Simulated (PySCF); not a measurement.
# A diatomic session: CoBr, part 1 of 2

One job finds the state of CoBr, follows it along the bond with each method and fits the curves.

Computed with PySCF 2.14.0. Level: Co def2-TZVPPD, Br def2-TZVPPD, no relativity.

### 1 The job

A driver script around PySCF takes these settings:

- atoms: Co, Br
- charge: 0
- basis: Co def2-TZVPPD, Br def2-TZVPPD
- Hamiltonian: no relativity
- basis functions: 124
- electrons treated: 62
- masses in u: 58.9332, 78.9183
- levels: PBE0, PBE, r²SCAN, PW91, revPBE, B2PLYP, B97-3, M06, LC-ωPBE, HF, MP2, SCS-MP2
- grid: 80 radial by 434 angular points
- occupations: held fixed by the projection of orbital angular momentum
- dissociation limit: Co + Br, each in its ground configuration
- starting distance in angstrom: 2.185
- values of 2S to try: 0, 2, 4, 6

Run with:

```console
> OMP_NUM_THREADS=2 python dia.py task.json out
```

After the search, every level is run at each distance in turn; below they are sorted by level.

### 2 State search with unrestricted PBE0

At the starting distance of 2.185 Å the search finds these solutions (others can lie among them):

| 2Ms+1 | unpaired | term | E (eV) | ⟨S²⟩ | ⟨Lz²⟩ | μ (D) |
| --- | --- | --- | --- | --- | --- | --- |
| 3 | π ↑, δ ↑ | not assigned | 0.00 | 2.02 | 4.27 | -4.98 |
| 3 | σ ↑, δ ↑ | ³Δ | 0.08 | 2.01 | 4.01 | -5.14 |
| 3 | π ↑↑ | ³Σ⁻ | 0.31 | 2.02 | 0.00 | -5.07 |
| 5 | σ ↑, π ↑↑, δ ↑ | ⁵Δ | 0.66 | 6.01 | 4.00 | -1.33 |
| 1 | π ↓, δ ↑ | not assigned | 0.72 | 1.00 | 4.20 | -4.94 |
| 5 | σ ↑↑, π ↑, δ ↑ | not assigned | 0.80 | 6.00 | 5.01 | -1.54 |

6 of 14 solutions are listed, lowest first.

A term symbol stands only where ⟨S²⟩ and ⟨Lz²⟩ are near those of a pure state. A positive dipole means Co(−)Br(+).

Followed over a short scan are these candidates:

| 2Ms+1 | unpaired | R at minimum (Å) | energy at minimum (eV) |
| --- | --- | --- | --- |
| 3 | π ↑, δ ↑ | 2.24 | 0.00 |
| 3 | σ ↑, δ ↑ | 2.27 | 0.06 |
| 3 | π ↑↑ | 2.24 | 0.31 |
| 5 | σ ↑, π ↑↑, δ ↑ | 2.31 | 0.61 |
| 5 | σ ↑↑, π ↑, δ ↑ | 2.32 | 0.73 |
| 1 | π ↓, δ ↑ | 2.19 | 0.74 |

The search made 34 SCF attempts at the starting distance; with the short scans it took 10 min of wall time (2 threads of Intel Xeon Platinum 8259CL at 2.50GHz (Skylake/Cascade Lake), shared host).

### 3 PBE0 along the bond

State followed: triplet, unpaired electrons π ↑, δ ↑. The scan is laid around 2.244 Å.

Log of the SCF at 2.244 Å:

```text
******** <class 'pyscf.dft.uks_symm.SymAdaptedUKS'> ********
method = SymAdaptedUKS
initial guess = minao
damping factor = 0
level_shift factor = 0
DIIS = <class 'pyscf.scf.diis.CDIIS'>
diis_start_cycle = 1
diis_space = 10
diis_damp = 0
SCF conv_tol = 1e-09
SCF conv_tol_grad = None
SCF max_cycles = 60
direct_scf = False
max_memory 4900 MB (current use 1634 MB)
number electrons alpha = 32  beta = 30
XC library pyscf.dft.libxc version 7.0.0
    S. Lehtola, C. Steigemann, M. J.T. Oliveira, and M. A.L. Marques.,  SoftwareX 7, 1–5 (2018)
XC functionals = PBE0
    C. Adamo and V. Barone.,  J. Chem. Phys. 110, 6158 (1999)
    M. Ernzerhof and G. E. Scuseria.,  J. Chem. Phys. 110, 5029 (1999)
small_rho_cutoff = 0
Overwritten attributes  get_hcore get_jk get_k get_occ get_j  of <class 'pyscf.dft.uks_symm.SymAdaptedUKS'>
<class 'pyscf.dft.uks_symm.SymAdaptedUKS'> does not have attributes  refdm
Set gradient conv threshold to 3.16228e-05
init E= -3956.42670892228
cycle= 1 E= -3956.42893009031  delta_E= -0.00222  |g|= 0.0116  |ddm|= 0.0443
cycle= 2 E= -3956.42891775178  delta_E= 1.23e-05  |g|= 0.0178  |ddm|= 0.0213
cycle= 3 E= -3956.42900048835  delta_E= -8.27e-05  |g|= 0.00763  |ddm|= 0.0102
cycle= 4 E= -3956.42901329005  delta_E= -1.28e-05  |g|= 0.00099  |ddm|= 0.0033
cycle= 5 E= -3956.42901440399  delta_E= -1.11e-06  |g|= 0.000811  |ddm|= 0.0014
cycle= 6 E= -3956.42901563743  delta_E= -1.23e-06  |g|= 0.00049  |ddm|= 0.00187
cycle= 7 E= -3956.42901635197  delta_E= -7.15e-07  |g|= 0.000312  |ddm|= 0.00148
cycle= 8 E= -3956.42901693035  delta_E= -5.78e-07  |g|= 0.000202  |ddm|= 0.00212
cycle= 9 E= -3956.42901703076  delta_E= -1e-07  |g|= 4.45e-05  |ddm|= 0.00101
cycle= 10 E= -3956.42901703562  delta_E= -4.86e-09  |g|= 1.26e-05  |ddm|= 0.000194
cycle= 11 E= -3956.42901703609  delta_E= -4.72e-10  |g|= 6.22e-06  |ddm|= 5.38e-05
Extra cycle  E= -3956.42901703622  delta_E= -1.24e-10  |g|= 1.24e-05  |ddm|= 2.51e-05
converged SCF energy = -3956.42901703622  <S^2> = 2.0228203  2S+1 = 3.0151752
```

Points of the scan, energies from the lowest:

| R (Å) | E (eV) | μ (D) | Mulliken charge of Co (e) | Mayer bond order | ⟨S²⟩ | HOMO (eV) | LUMO (eV) |
| --- | --- | --- | --- | --- | --- | --- | --- |
| 1.9298 | 0.8751 | -4.04 | 0.36 | 1.36 | 2.02 | -6.11 | -2.52 |
| 2.0196 | 0.3801 | -4.37 | 0.35 | 1.28 | 2.02 | -6.16 | -2.65 |
| 2.1094 | 0.1150 | -4.70 | 0.36 | 1.18 | 2.02 | -6.21 | -2.79 |
| 2.1767 | 0.0238 | -4.95 | 0.38 | 1.11 | 2.02 | -6.26 | -2.89 |
| 2.2440 | 0.0000 | -5.20 | 0.41 | 1.04 | 2.02 | -6.30 | -2.98 |
| 2.3113 | 0.0267 | -5.46 | 0.43 | 0.98 | 2.02 | -6.34 | -3.08 |
| 2.4011 | 0.1192 | -5.80 | 0.47 | 0.91 | 2.02 | -6.40 | -3.20 |
| 2.5133 | not converged |  |  |  |  |  |  |
| 2.6479 | 0.5545 | -6.73 | 0.54 | 0.78 | 2.02 | -6.59 | -3.54 |
| 2.8274 | 0.9315 | -7.38 | 0.56 | 0.73 | 2.02 | -6.65 | -3.78 |

Fit: Re = 2.239 Å, ωe = 302 cm⁻¹, ωexe = 0.909 cm⁻¹, αe = 0.000437 cm⁻¹, Be = 0.09968 cm⁻¹, De = 3.49 eV, μ = -5.18 D.

Orbitals nearest the gap at 2.244 Å:

| spin | orbital | ε (eV) | filled | made of |
| --- | --- | --- | --- | --- |
| α | π | -8.66 | yes | Co d 67 %, Br p 33 % |
| β | π | -8.11 | yes | Br p 67 %, Co d 32 % |
| α | δ | -8.01 | yes | Co d 100 % |
| β | π | -7.69 | yes | Br p 94 % |
| α | σ | -7.34 | yes | Co d 56 %, Br p 26 %, Co s 17 % |
| α | π | -7.33 | yes | Br p 86 %, Co d 12 % |
| α | π | -7.00 | yes | Br p 64 %, Co d 33 % |
| β | δ | -6.83 | yes | Co d 100 % |
| β | π | -6.30 | yes | Co d 68 %, Br p 30 % |
| β | σ | -6.30 | yes | Co d 76 %, Co s 16 % |
| α | σ | -2.98 | no | Co s 69 %, Co p 22 % |
| β | σ | -2.64 | no | Co s 64 %, Co p 23 % |
| β | π | -0.86 | no | Co d 79 %, Co p 20 % |
| α | π | -0.18 | no | Co p 104 % |

Polarisability there: 63.6 bohr³ along the bond, 57.2 across it.

### 4 Orbitals, density and potential

Orbitals, density, ELF and potential are computed afterwards from the orbital file.

Frontier orbitals at PBE0 (alpha spin), with the share of their density that lies nearest to each atom:

| orbital | energy (eV) | lies on |
| --- | --- | --- |
| HOMO | -7.00 | Br2 64 %; Co1 36 % |
| LUMO | -2.98 | Co1 88 %; Br2 12 % |

ELF in a plane through or near 2 of the atoms.

Ten even steps from '0' (0.00) to '9' (0.83):
```
0000000000000000000000000000
0000000011110001112110000000
0000000112211112344432100000
0000000122221124677654210000
0000000123321235788875321000
0000000012211357899987541000
0000000013211468999998652100
0000000025511478644699763100
0000000267741477256369874100
0000001485483475475659874200
0000001484483475475659874200
0000000268841477256269874100
0000000025511478644699763100
0000000013211468999998652100
0000000012211357899987541000
0000000123321235788875321000
0000000122221124677654210000
0000000112211112344432100000
0000000011110001112110000000
0000000000000000000000000000
```
The map spans 7.4 Å across and 5.2 Å up, centred on the molecule. Atoms in the plane (x, y in Å): Co1 (-1.1, 0.0), Br2 (1.1, 0.0).

log10 of the density (e/Å³) in the same plane.

Values, 10 rows by 14 columns:
```
-4.0 -4.0 -3.5 -3.1 -2.8 -2.7 -2.7 -2.7 -2.6 -2.6 -2.8 -3.1 -3.5 -4.0
-4.0 -3.6 -2.9 -2.5 -2.1 -1.9 -2.0 -1.9 -1.8 -1.8 -2.0 -2.4 -2.8 -3.4
-4.0 -3.3 -2.6 -2.0 -1.5 -1.3 -1.4 -1.4 -1.1 -1.1 -1.3 -1.8 -2.3 -3.0
-4.0 -3.1 -2.1 -1.5 -0.6 -0.4 -0.8 -0.7 -0.3 -0.2 -0.5 -1.2 -1.8 -2.7
-3.9 -2.8 -1.7 -0.9  0.7  1.2 -0.1 -0.2  0.4  1.4  0.1 -0.8 -1.5 -2.4
-3.9 -2.8 -1.6 -0.6  1.2  3.2  0.2 -0.1  0.9  2.9  0.2 -0.7 -1.4 -2.4
-3.9 -3.0 -1.9 -1.2  0.0  0.3 -0.5 -0.4  0.0  0.3 -0.2 -0.9 -1.6 -2.5
-4.0 -3.2 -2.3 -1.7 -1.1 -0.9 -1.1 -1.0 -0.7 -0.6 -0.9 -1.5 -2.1 -2.8
-4.0 -3.4 -2.7 -2.2 -1.7 -1.5 -1.6 -1.5 -1.3 -1.3 -1.5 -2.0 -2.5 -3.2
-4.0 -3.8 -3.2 -2.8 -2.5 -2.3 -2.3 -2.3 -2.2 -2.2 -2.4 -2.7 -3.1 -3.7
```
The map spans 7.4 Å across and 5.2 Å up, centred on the molecule. Atoms in the plane (x, y in Å): Co1 (-1.1, 0.0), Br2 (1.1, 0.0).

The spin density lies nearest to Co1 97 %.

### 5 Excited determinants

State 2: ³Δ (triplet), unpaired electrons σ ↑, δ ↑, an excited solution.

Output of the SCF at 2.244 Å:

```text
******** <class 'pyscf.dft.uks_symm.SymAdaptedUKS'> ********
method = SymAdaptedUKS
initial guess = minao
damping factor = 0
level_shift factor = 0
DIIS = <class 'pyscf.scf.diis.CDIIS'>
diis_start_cycle = 1
diis_space = 10
diis_damp = 0
SCF conv_tol = 1e-09
SCF conv_tol_grad = None
SCF max_cycles = 60
direct_scf = False
max_memory 4900 MB (current use 1676 MB)
number electrons alpha = 32  beta = 30
XC library pyscf.dft.libxc version 7.0.0
    S. Lehtola, C. Steigemann, M. J.T. Oliveira, and M. A.L. Marques.,  SoftwareX 7, 1–5 (2018)
XC functionals = PBE0
    C. Adamo and V. Barone.,  J. Chem. Phys. 110, 6158 (1999)
    M. Ernzerhof and G. E. Scuseria.,  J. Chem. Phys. 110, 5029 (1999)
small_rho_cutoff = 0
Set gradient conv threshold to 3.16228e-05
init E= -3956.42545225285
cycle= 1 E= -3956.42624377727  delta_E= -0.000792  |g|= 0.0102  |ddm|= 0.0416
cycle= 2 E= -3956.42626224273  delta_E= -1.85e-05  |g|= 0.0113  |ddm|= 0.0161
cycle= 3 E= -3956.42630333936  delta_E= -4.11e-05  |g|= 0.00363  |ddm|= 0.00693
cycle= 4 E= -3956.42630671277  delta_E= -3.37e-06  |g|= 0.00141  |ddm|= 0.00199
cycle= 5 E= -3956.42630745438  delta_E= -7.42e-07  |g|= 0.000388  |ddm|= 0.0011
cycle= 6 E= -3956.42630775386  delta_E= -2.99e-07  |g|= 0.000181  |ddm|= 0.00137
cycle= 7 E= -3956.42630778575  delta_E= -3.19e-08  |g|= 7.68e-05  |ddm|= 0.000381
cycle= 8 E= -3956.42630779232  delta_E= -6.58e-09  |g|= 1.69e-05  |ddm|= 0.000203
cycle= 9 E= -3956.42630779273  delta_E= -4.08e-10  |g|= 5.16e-06  |ddm|= 4.57e-05
Extra cycle  E= -3956.42630779272  delta_E= 8.19e-12  |g|= 9.45e-06  |ddm|= 1.19e-05
converged SCF energy = -3956.42630779272  <S^2> = 2.0098433  2S+1 = 3.0065551
```

Re = 2.270 Å, ωe = 297.0 cm⁻¹, ωexe = 0.891 cm⁻¹, αe = 0.000422 cm⁻¹, Be = 0.09695 cm⁻¹, μ = -5.43 D. Its minimum lies 0.07 eV above that of the lowest state.

State 3: ³Σ⁻ (triplet), unpaired electrons π ↑↑, an excited solution.

Log of the SCF at 2.244 Å:

```text
******** <class 'pyscf.dft.uks_symm.SymAdaptedUKS'> ********
method = SymAdaptedUKS
initial guess = minao
damping factor = 0
level_shift factor = 0
DIIS = <class 'pyscf.scf.diis.CDIIS'>
diis_start_cycle = 1
diis_space = 10
diis_damp = 0
SCF conv_tol = 1e-09
SCF conv_tol_grad = None
SCF max_cycles = 60
direct_scf = False
max_memory 4900 MB (current use 1676 MB)
number electrons alpha = 32  beta = 30
XC library pyscf.dft.libxc version 7.0.0
    S. Lehtola, C. Steigemann, M. J.T. Oliveira, and M. A.L. Marques.,  SoftwareX 7, 1–5 (2018)
XC functionals = PBE0
    C. Adamo and V. Barone.,  J. Chem. Phys. 110, 6158 (1999)
    M. Ernzerhof and G. E. Scuseria.,  J. Chem. Phys. 110, 5029 (1999)
small_rho_cutoff = 0
Set gradient conv threshold to 3.16228e-05
init E= -3956.41496837338
cycle= 1 E= -3956.41754412399  delta_E= -0.00258  |g|= 0.0109  |ddm|= 0.0452
cycle= 2 E= -3956.41755654769  delta_E= -1.24e-05  |g|= 0.014  |ddm|= 0.021
cycle= 3 E= -3956.41761523815  delta_E= -5.87e-05  |g|= 0.0062  |ddm|= 0.00915
cycle= 4 E= -3956.41762287167  delta_E= -7.63e-06  |g|= 0.00125  |ddm|= 0.00264
cycle= 5 E= -3956.41762346704  delta_E= -5.95e-07  |g|= 0.000498  |ddm|= 0.00109
cycle= 6 E= -3956.41762365774  delta_E= -1.91e-07  |g|= 0.000227  |ddm|= 0.000894
cycle= 7 E= -3956.41762368925  delta_E= -3.15e-08  |g|= 0.000106  |ddm|= 0.000323
cycle= 8 E= -3956.41762369658  delta_E= -7.33e-09  |g|= 1.69e-05  |ddm|= 0.000161
cycle= 9 E= -3956.41762369789  delta_E= -1.32e-09  |g|= 1.38e-05  |ddm|= 8.22e-05
cycle= 10 E= -3956.41762369862  delta_E= -7.21e-10  |g|= 7.04e-06  |ddm|= 7.64e-05
Extra cycle  E= -3956.41762369872  delta_E= -9.91e-11  |g|= 1.2e-05  |ddm|= 2.25e-05
converged SCF energy = -3956.41762369872  <S^2> = 2.0171343  2S+1 = 3.0114012
```

Re = 2.239 Å, ωe = 298.5 cm⁻¹, ωexe = 0.880 cm⁻¹, αe = 0.000437 cm⁻¹, Be = 0.09963 cm⁻¹, μ = -5.28 D. Its minimum lies 0.31 eV above that of the lowest state.

State 4: ⁵Δ (quintet), unpaired electrons σ ↑, π ↑↑, δ ↑, an excited solution.

The SCF at the reference distance, 2.244 Å, printed:

```text
******** <class 'pyscf.dft.uks_symm.SymAdaptedUKS'> ********
method = SymAdaptedUKS
initial guess = minao
damping factor = 0
level_shift factor = 0
DIIS = <class 'pyscf.scf.diis.CDIIS'>
diis_start_cycle = 1
diis_space = 10
diis_damp = 0
SCF conv_tol = 1e-09
SCF conv_tol_grad = None
SCF max_cycles = 60
direct_scf = False
max_memory 4900 MB (current use 1676 MB)
number electrons alpha = 33  beta = 29
XC library pyscf.dft.libxc version 7.0.0
    S. Lehtola, C. Steigemann, M. J.T. Oliveira, and M. A.L. Marques.,  SoftwareX 7, 1–5 (2018)
XC functionals = PBE0
    C. Adamo and V. Barone.,  J. Chem. Phys. 110, 6158 (1999)
    M. Ernzerhof and G. E. Scuseria.,  J. Chem. Phys. 110, 5029 (1999)
small_rho_cutoff = 0
Set gradient conv threshold to 3.16228e-05
init E= -3956.40228194124
cycle= 1 E= -3956.40625828023  delta_E= -0.00398  |g|= 0.0144  |ddm|= 0.057
cycle= 2 E= -3956.40612963258  delta_E= 0.000129  |g|= 0.0277  |ddm|= 0.032
cycle= 3 E= -3956.40635911969  delta_E= -0.000229  |g|= 0.00557  |ddm|= 0.0184
cycle= 4 E= -3956.40636870735  delta_E= -9.59e-06  |g|= 0.00103  |ddm|= 0.00411
cycle= 5 E= -3956.40636914112  delta_E= -4.34e-07  |g|= 0.00037  |ddm|= 0.000941
cycle= 6 E= -3956.40636930148  delta_E= -1.6e-07  |g|= 0.00021  |ddm|= 0.000898
cycle= 7 E= -3956.40636933412  delta_E= -3.26e-08  |g|= 5.83e-05  |ddm|= 0.000408
cycle= 8 E= -3956.40636933703  delta_E= -2.91e-09  |g|= 1.27e-05  |ddm|= 9.27e-05
cycle= 9 E= -3956.40636933717  delta_E= -1.4e-10  |g|= 2.92e-06  |ddm|= 2.49e-05
Extra cycle  E= -3956.40636933716  delta_E= 4.55e-12  |g|= 5.24e-06  |ddm|= 7.54e-06
converged SCF energy = -3956.40636933716  <S^2> = 6.0047713  2S+1 = 5.0019082
```

Re = 2.304 Å, ωe = 286.1 cm⁻¹, ωexe = 0.807 cm⁻¹, αe = 0.000394 cm⁻¹, Be = 0.09413 cm⁻¹, μ = -2.04 D. Its minimum lies 0.60 eV above that of the lowest state.

Energy (eV) from the lowest point of the lowest state:

| R (Å) | lowest | state 2 | state 3 | state 4 |
| --- | --- | --- | --- | --- |
| 1.930 | 0.875 | 1.141 | 1.163 | 1.834 |
| 2.020 | 0.380 | 0.571 | 0.682 | 1.216 |
| 2.109 | 0.115 | 0.249 | 0.423 | 0.850 |
| 2.177 | 0.024 | 0.125 | 0.334 | 0.695 |
| 2.244 | 0.000 | 0.074 | 0.310 | 0.616 |
| 2.311 | 0.027 | 0.079 | 0.336 | 0.597 |
| 2.401 | 0.119 | 0.148 | 0.426 | 0.639 |
| 2.513 | n/a | 0.303 | 0.598 | 0.766 |
| 2.648 | 0.555 | 0.546 | 0.853 | 0.986 |
| 2.827 | 0.932 | 0.910 | 1.225 | 1.330 |

### 6 PBE

Output of the SCF at 2.244 Å:

```text
******** <class 'pyscf.dft.uks_symm.SymAdaptedUKS'> ********
method = SymAdaptedUKS
initial guess = minao
damping factor = 0
level_shift factor = 0
DIIS = <class 'pyscf.scf.diis.CDIIS'>
diis_start_cycle = 1
diis_space = 10
diis_damp = 0
SCF conv_tol = 1e-09
SCF conv_tol_grad = None
SCF max_cycles = 60
direct_scf = False
max_memory 4900 MB (current use 1680 MB)
number electrons alpha = 32  beta = 30
XC library pyscf.dft.libxc version 7.0.0
    S. Lehtola, C. Steigemann, M. J.T. Oliveira, and M. A.L. Marques.,  SoftwareX 7, 1–5 (2018)
XC functionals = PBE
    J. P. Perdew, K. Burke, and M. Ernzerhof.,  Phys. Rev. Lett. 77, 3865 (1996)
    J. P. Perdew, K. Burke, and M. Ernzerhof.,  Phys. Rev. Lett. 78, 1396 (1997)
    J. P. Perdew, K. Burke, and M. Ernzerhof.,  Phys. Rev. Lett. 77, 3865 (1996)
    J. P. Perdew, K. Burke, and M. Ernzerhof.,  Phys. Rev. Lett. 78, 1396 (1997)
small_rho_cutoff = 0
Set gradient conv threshold to 3.16228e-05
init E= -3956.33007538142
cycle= 1 E= -3956.31721193784  delta_E= 0.0129  |g|= 0.275  |ddm|= 0.342
cycle= 2 E= -3955.87753193388  delta_E= 0.44  |g|= 1.44  |ddm|= 0.736
cycle= 3 E= -3956.3230268471  delta_E= -0.445  |g|= 0.162  |ddm|= 0.606
cycle= 4 E= -3956.3329439016  delta_E= -0.00992  |g|= 0.106  |ddm|= 0.208
cycle= 5 E= -3956.33632346336  delta_E= -0.00338  |g|= 0.00894  |ddm|= 0.0589
cycle= 6 E= -3956.33634642086  delta_E= -2.3e-05  |g|= 0.00322  |ddm|= 0.00643
cycle= 7 E= -3956.33634956148  delta_E= -3.14e-06  |g|= 0.000607  |ddm|= 0.00224
cycle= 8 E= -3956.3363498006  delta_E= -2.39e-07  |g|= 0.000322  |ddm|= 0.000997
cycle= 9 E= -3956.33634987336  delta_E= -7.28e-08  |g|= 0.000115  |ddm|= 0.000702
cycle= 10 E= -3956.33634988574  delta_E= -1.24e-08  |g|= 5.03e-05  |ddm|= 0.000426
cycle= 11 E= -3956.33634988684  delta_E= -1.11e-09  |g|= 7e-06  |ddm|= 0.000107
cycle= 12 E= -3956.33634988688  delta_E= -3.27e-11  |g|= 4.65e-06  |ddm|= 2.82e-05
Extra cycle  E= -3956.33634988677  delta_E= 1.1e-10  |g|= 2.19e-05  |ddm|= 1.43e-05
converged SCF energy = -3956.33634988677  <S^2> = 2.0257339  2S+1 = 3.0171071
```

Re = 2.213 Å, ωe = 311 cm⁻¹, ωexe = 0.986 cm⁻¹, αe = 0.000463 cm⁻¹, Be = 0.1021 cm⁻¹, De = 4.12 eV, μ = -4.10 D.

### 7 r²SCAN (meta-GGA)

Output of the SCF at 2.244 Å:

```text
******** <class 'pyscf.dft.uks_symm.SymAdaptedUKS'> ********
method = SymAdaptedUKS
initial guess = minao
damping factor = 0
level_shift factor = 0
DIIS = <class 'pyscf.scf.diis.CDIIS'>
diis_start_cycle = 1
diis_space = 10
diis_damp = 0
SCF conv_tol = 1e-09
SCF conv_tol_grad = None
SCF max_cycles = 60
direct_scf = False
max_memory 4900 MB (current use 1680 MB)
number electrons alpha = 32  beta = 30
XC library pyscf.dft.libxc version 7.0.0
    S. Lehtola, C. Steigemann, M. J.T. Oliveira, and M. A.L. Marques.,  SoftwareX 7, 1–5 (2018)
XC functionals = R2SCAN
    J. W. Furness, A. D. Kaplan, J. Ning, J. P. Perdew, and J. Sun.,  J. Phys. Chem. Lett. 11, 8208-8215 (2020)
    J. W. Furness, A. D. Kaplan, J. Ning, J. P. Perdew, and J. Sun.,  J. Phys. Chem. Lett. 11, 9248-9248 (2020)
    J. W. Furness, A. D. Kaplan, J. Ning, J. P. Perdew, and J. Sun.,  J. Phys. Chem. Lett. 11, 8208-8215 (2020)
    J. W. Furness, A. D. Kaplan, J. Ning, J. P. Perdew, and J. Sun.,  J. Phys. Chem. Lett. 11, 9248-9248 (2020)
small_rho_cutoff = 0
Set gradient conv threshold to 3.16228e-05
init E= -3956.92955803426
cycle= 1 E= -3956.93075802556  delta_E= -0.0012  |g|= 0.0582  |ddm|= 0.121
cycle= 2 E= -3956.92193287209  delta_E= 0.00883  |g|= 0.216  |ddm|= 0.128
cycle= 3 E= -3956.93149051232  delta_E= -0.00956  |g|= 0.0118  |ddm|= 0.0906
cycle= 4 E= -3956.93155350013  delta_E= -6.3e-05  |g|= 0.00675  |ddm|= 0.0149
cycle= 5 E= -3956.93157011063  delta_E= -1.66e-05  |g|= 0.00105  |ddm|= 0.00571
cycle= 6 E= -3956.93157383801  delta_E= -3.73e-06  |g|= 0.00076  |ddm|= 0.00581
cycle= 7 E= -3956.93157558291  delta_E= -1.74e-06  |g|= 0.00078  |ddm|= 0.0051
cycle= 8 E= -3956.93157611353  delta_E= -5.31e-07  |g|= 0.0003  |ddm|= 0.00303
cycle= 9 E= -3956.93157617796  delta_E= -6.44e-08  |g|= 7.77e-05  |ddm|= 0.0011
cycle= 10 E= -3956.93157618163  delta_E= -3.67e-09  |g|= 1.19e-05  |ddm|= 0.00023
cycle= 11 E= -3956.93157618175  delta_E= -1.22e-10  |g|= 2.56e-06  |ddm|= 2.7e-05
Extra cycle  E= -3956.93157618176  delta_E= -9.09e-12  |g|= 4.2e-06  |ddm|= 7.59e-06
converged SCF energy = -3956.93157618176  <S^2> = 2.0110552  2S+1 = 3.0073611
```

Re = 2.218 Å, ωe = 313 cm⁻¹, ωexe = 0.948 cm⁻¹, αe = 0.000446 cm⁻¹, Be = 0.1015 cm⁻¹, De = 3.88 eV, μ = -4.73 D.

### 8 PW91 (GGA)

Output of the SCF at 2.244 Å:

```text
******** <class 'pyscf.dft.uks_symm.SymAdaptedUKS'> ********
method = SymAdaptedUKS
initial guess = minao
damping factor = 0
level_shift factor = 0
DIIS = <class 'pyscf.scf.diis.CDIIS'>
diis_start_cycle = 1
diis_space = 10
diis_damp = 0
SCF conv_tol = 1e-09
SCF conv_tol_grad = None
SCF max_cycles = 60
direct_scf = False
max_memory 4900 MB (current use 1690 MB)
number electrons alpha = 32  beta = 30
XC library pyscf.dft.libxc version 7.0.0
    S. Lehtola, C. Steigemann, M. J.T. Oliveira, and M. A.L. Marques.,  SoftwareX 7, 1–5 (2018)
XC functionals = PW91,PW91
    J. P. Perdew. In P. Ziesche and H. Eschrig, editors, Proceedings of the 75. WE-Heraeus-Seminar and 21st Annual International Symposium on Electronic Structure of Solids, 11. Berlin, 1991. Akademie Verlag.
    J. P. Perdew, J. A. Chevary, S. H. Vosko, K. A. Jackson, M. R. Pederson, D. J. Singh, and C. Fiolhais.,  Phys. Rev. B 46, 6671 (1992)
    J. P. Perdew, J. A. Chevary, S. H. Vosko, K. A. Jackson, M. R. Pederson, D. J. Singh, and C. Fiolhais.,  Phys. Rev. B 48, 4978 (1993)
    J. P. Perdew. In P. Ziesche and H. Eschrig, editors, Proceedings of the 75. WE-Heraeus-Seminar and 21st Annual International Symposium on Electronic Structure of Solids, 11. Berlin, 1991. Akademie Verlag.
    J. P. Perdew, J. A. Chevary, S. H. Vosko, K. A. Jackson, M. R. Pederson, D. J. Singh, and C. Fiolhais.,  Phys. Rev. B 46, 6671 (1992)
    J. P. Perdew, J. A. Chevary, S. H. Vosko, K. A. Jackson, M. R. Pederson, D. J. Singh, and C. Fiolhais.,  Phys. Rev. B 48, 4978 (1993)
small_rho_cutoff = 0
Set gradient conv threshold to 3.16228e-05
init E= -3957.22034612239
cycle= 1 E= -3957.21374917486  delta_E= 0.0066  |g|= 0.223  |ddm|= 0.365
cycle= 2 E= -3956.9905990914  delta_E= 0.223  |g|= 1.05  |ddm|= 0.599
cycle= 3 E= -3957.21946397013  delta_E= -0.229  |g|= 0.117  |ddm|= 0.441
cycle= 4 E= -3957.2249889712  delta_E= -0.00553  |g|= 0.078  |ddm|= 0.154
cycle= 5 E= -3957.22676176416  delta_E= -0.00177  |g|= 0.00464  |ddm|= 0.048
cycle= 6 E= -3957.22676826046  delta_E= -6.5e-06  |g|= 0.00219  |ddm|= 0.00457
cycle= 7 E= -3957.22677000193  delta_E= -1.74e-06  |g|= 0.000832  |ddm|= 0.00234
cycle= 8 E= -3957.2267702913  delta_E= -2.89e-07  |g|= 0.000505  |ddm|= 0.00131
cycle= 9 E= -3957.22677045126  delta_E= -1.6e-07  |g|= 9.48e-05  |ddm|= 0.00131
cycle= 10 E= -3957.22677046519  delta_E= -1.39e-08  |g|= 2.42e-05  |ddm|= 0.000464
cycle= 11 E= -3957.22677046542  delta_E= -2.38e-10  |g|= 1.08e-05  |ddm|= 4.46e-05
Extra cycle  E= -3957.22677046454  delta_E= 8.86e-10  |g|= 6.2e-05  |ddm|= 4.5e-05
converged SCF energy = -3957.22677046454  <S^2> = 2.0205715  2S+1 = 3.0136831
```

Re = 2.211 Å, ωe = 312 cm⁻¹, ωexe = 0.990 cm⁻¹, αe = 0.000463 cm⁻¹, Be = 0.1022 cm⁻¹, De = 4.18 eV, μ = -4.10 D.

(Continued in part 2 of 2.)
